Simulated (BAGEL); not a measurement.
# Si2H5O2 (SMILES O[SiH]O[SiH3]): UHF/3-21G (density fitting with qzvpp-jkfit)

Aim: the vertical ionisation energy of Si2H5O2 at UHF/3-21G (density fitting with qzvpp-jkfit), from 2 runs. 

The results are computed with BAGEL 1.2.2.

1 further run of the same task is left out (set aside as unsound or not needed).

## 1. The system as given

Si2H5O2: 9 atoms, total charge 0, spin state doublet. SMILES: `O[SiH]O[SiH3]`. Geometry: relaxed at PBE0-D4/def2-TZVP. This is one conformer, not always the lowest.

Bond lengths: O1–Si2 1.642 Å, Si2–O3 1.636 Å, O3–Si4 1.637 Å, O1–H5 0.959 Å, Si2–H6 1.492 Å, Si4–H7 1.485 Å, Si4–H8 1.486 Å, Si4–H9 1.483 Å. Some angles: O1–Si2–O3 110.4°, Si2–O3–Si4 149.1°, O1–Si2–H6 104.3°, O3–Si2–H6 109.5°, Si2–O1–H5 118.3°, O3–Si4–H7 109.9°, O3–Si4–H8 110.2°, O3–Si4–H9 108.4°, H7–Si4–H8 109.2°, H7–Si4–H9 109.6°.

## 2. A single-point energy at UHF/3-21G (density fitting with qzvpp-jkfit)

File hf.json:

```json
{ "bagel": [

{
  "title": "molecule",
  "basis": "3-21g",
  "df_basis": "qzvpp-jkfit",
  "angstrom": "true",
  "geometry": [
    { "atom": "O", "xyz": [      -1.761000,       0.464300,       1.903600 ] },
    { "atom": "Si", "xyz": [      -0.180800,       0.351800,       1.472100 ] },
    { "atom": "O", "xyz": [      -0.044600,       0.115000,      -0.140500 ] },
    { "atom": "Si", "xyz": [       0.814200,      -0.464100,      -1.407900 ] },
    { "atom": "H", "xyz": [      -2.338000,      -0.276900,       1.711800 ] },
    { "atom": "H", "xyz": [       0.394700,       1.681200,       1.830200 ] },
    { "atom": "H", "xyz": [       1.762700,       0.571300,      -1.890200 ] },
    { "atom": "H", "xyz": [       1.575000,      -1.674900,      -1.002700 ] },
    { "atom": "H", "xyz": [      -0.133700,      -0.814100,      -2.493700 ] }
  ]
},

{ "title": "uhf", "nopen": 1 },

{ "title": "print", "file": "orbitals.molden", "orbitals": "true" }

]}
```

Run with:

```console
$ BAGEL_NUM_THREADS=1 BAGEL hf.json > hf.out
```

Log:

```text
* using 1 threads per process

  ===============================================================
  ===============================================================

  *** Geometry ***

  { "atom" : "O", "xyz" : [     -3.327808,      0.877400,      3.597283 ] },
  { "atom" : "Si", "xyz" : [     -0.341662,      0.664806,      2.781866 ] },
  { "atom" : "O", "xyz" : [     -0.084282,      0.217319,     -0.265507 ] },
  { "atom" : "Si", "xyz" : [      1.538615,     -0.877022,     -2.660545 ] },
  { "atom" : "H", "xyz" : [     -4.418180,     -0.523265,      3.234833 ] },
  { "atom" : "H", "xyz" : [      0.745875,      3.177008,      3.458577 ] },
  { "atom" : "H", "xyz" : [      3.331020,      1.079601,     -3.571960 ] },
  { "atom" : "H", "xyz" : [      2.976319,     -3.165102,     -1.894828 ] },
  { "atom" : "H", "xyz" : [     -0.252656,     -1.538426,     -4.712410 ] },

  Number of auxiliary basis functions:      500

  Since a DF basis is specified, we compute 2- and 3-index integrals:
    o Being stored without compression. Storage requirement is 0.012 GB

  Number of basis functions:       54
  Number of electrons      :       49

    * METHOD: MOLECULE                             0.30

  *** Open-shell HF ***

  === Nuclear Repulsion ===
   218.5147282935

      * DIIS with orbital gradients will be used.

  === UHF iteration (3-21g) ===
      0       -726.48195783          0.05659234           0.09
      1       -726.60909204          0.03582436           0.08
      2       -726.64970925          0.02249810           0.08
      3       -726.67386598          0.00098131           0.08
      4       -726.67413193          0.00049479           0.08
      5       -726.67417814          0.00015579           0.08
      6       -726.67419667          0.00004341           0.08
      7       -726.67420011          0.00001536           0.08
      8       -726.67420078          0.00000766           0.08
      9       -726.67420096          0.00000324           0.08
     10       -726.67420099          0.00000115           0.08
     11       -726.67420099          0.00000059           0.08
     12       -726.67420099          0.00000018           0.08
     13       -726.67420099          0.00000007           0.09
     14       -726.67420099          0.00000003           0.08
     15       -726.67420099          0.00000002           0.08
     16       -726.67420099          0.00000001           0.08
    * SCF iteration converged.

    * S^2 (UHF) is 0.7536

    * Permanent dipole moment:
           (   -0.296951,     0.925083,     0.153973) a.u.

    * METHOD: UHF                                  1.51

    * METHOD: PRINT                                0.01

  ===============================================================
```

Wall time 2.1 s (1 thread of AMD EPYC 7B13 (Zen 3), shared host); peak memory 0.088 GiB.

## 3. The singlet cation, same level

File job.json:

```json
{ "bagel": [

{
  "title": "molecule",
  "basis": "3-21g",
  "df_basis": "qzvpp-jkfit",
  "angstrom": true,
  "geometry": [
    { "atom": "O", "xyz": [   -1.761000,    0.464300,    1.903600 ] },
    { "atom": "Si", "xyz": [   -0.180800,    0.351800,    1.472100 ] },
    { "atom": "O", "xyz": [   -0.044600,    0.115000,   -0.140500 ] },
    { "atom": "Si", "xyz": [    0.814200,   -0.464100,   -1.407900 ] },
    { "atom": "H", "xyz": [   -2.338000,   -0.276900,    1.711800 ] },
    { "atom": "H", "xyz": [    0.394700,    1.681200,    1.830200 ] },
    { "atom": "H", "xyz": [    1.762700,    0.571300,   -1.890200 ] },
    { "atom": "H", "xyz": [    1.575000,   -1.674900,   -1.002700 ] },
    { "atom": "H", "xyz": [   -0.133700,   -0.814100,   -2.493700 ] }
  ]
},
{ "title": "hf", "charge": 1 },
{ "title": "print", "file": "orbitals.molden", "orbitals": true }

]}
```

Run with:

```console
$ BAGEL_NUM_THREADS=1 BAGEL job.json > job.out
```

Log:

```text
* using 1 threads per process

  ===============================================================
  ===============================================================

  *** Geometry ***

  { "atom" : "O", "xyz" : [     -3.327808,      0.877400,      3.597283 ] },
  { "atom" : "Si", "xyz" : [     -0.341662,      0.664806,      2.781866 ] },
  { "atom" : "O", "xyz" : [     -0.084282,      0.217319,     -0.265507 ] },
  { "atom" : "Si", "xyz" : [      1.538615,     -0.877022,     -2.660545 ] },
  { "atom" : "H", "xyz" : [     -4.418180,     -0.523265,      3.234833 ] },
  { "atom" : "H", "xyz" : [      0.745875,      3.177008,      3.458577 ] },
  { "atom" : "H", "xyz" : [      3.331020,      1.079601,     -3.571960 ] },
  { "atom" : "H", "xyz" : [      2.976319,     -3.165102,     -1.894828 ] },
  { "atom" : "H", "xyz" : [     -0.252656,     -1.538426,     -4.712410 ] },

  Number of auxiliary basis functions:      500

  Since a DF basis is specified, we compute 2- and 3-index integrals:
    o Being stored without compression. Storage requirement is 0.012 GB

  Number of basis functions:       54
  Number of electrons      :       49

    * METHOD: MOLECULE                             0.19

  *** RHF ***

  === Nuclear Repulsion ===
   218.5147282935

      * DIIS with orbital gradients will be used.

  === RHF iteration (3-21g) ===
      0       -726.18665038          0.02813522           0.04
      1       -726.30948169          0.02005918           0.04
      2       -726.38391709          0.00134719           0.04
      3       -726.38494658          0.00030206           0.04
      4       -726.38501675          0.00014464           0.04
      5       -726.38502856          0.00006941           0.04
      6       -726.38503156          0.00001483           0.04
      7       -726.38503176          0.00000418           0.04
      8       -726.38503178          0.00000202           0.04
      9       -726.38503178          0.00000088           0.04
     10       -726.38503178          0.00000025           0.04
     11       -726.38503178          0.00000008           0.04
     12       -726.38503178          0.00000003           0.04
     13       -726.38503178          0.00000002           0.04
     14       -726.38503178          0.00000001           0.05
    * SCF iteration converged.

    * Permanent dipole moment:
           (   -0.370061,     0.751000,    -1.751137) a.u.

    * METHOD: HF                                   0.72

    * METHOD: PRINT                                0.01

  ===============================================================
```

Wall time 1.2 s (1 thread of AMD EPYC 7B13 (Zen 3), shared host); peak memory 0.088 GiB.

## 4. Outcome

At UHF/3-21G (density fitting with qzvpp-jkfit):

```
                                          quantity          value
                     doublet Si2H5O2: total energy  -726.67420 Eh
                    doublet Si2H5O2: dipole moment         2.50 D
                             doublet Si2H5O2: ⟨S²⟩          0.754
                      singlet cation: total energy  -726.38503 Eh
                       singlet cation: HOMO energy      -16.83 eV
                       singlet cation: LUMO energy       -7.06 eV
                     singlet cation: HOMO–LUMO gap        9.76 eV
vertical ionisation energy (to the singlet cation)       7.869 eV
```

The vertical ionisation energy comes to 7.87 eV (181 kcal/mol). Only the singlet of the ionised species was computed; a triplet could lie lower.
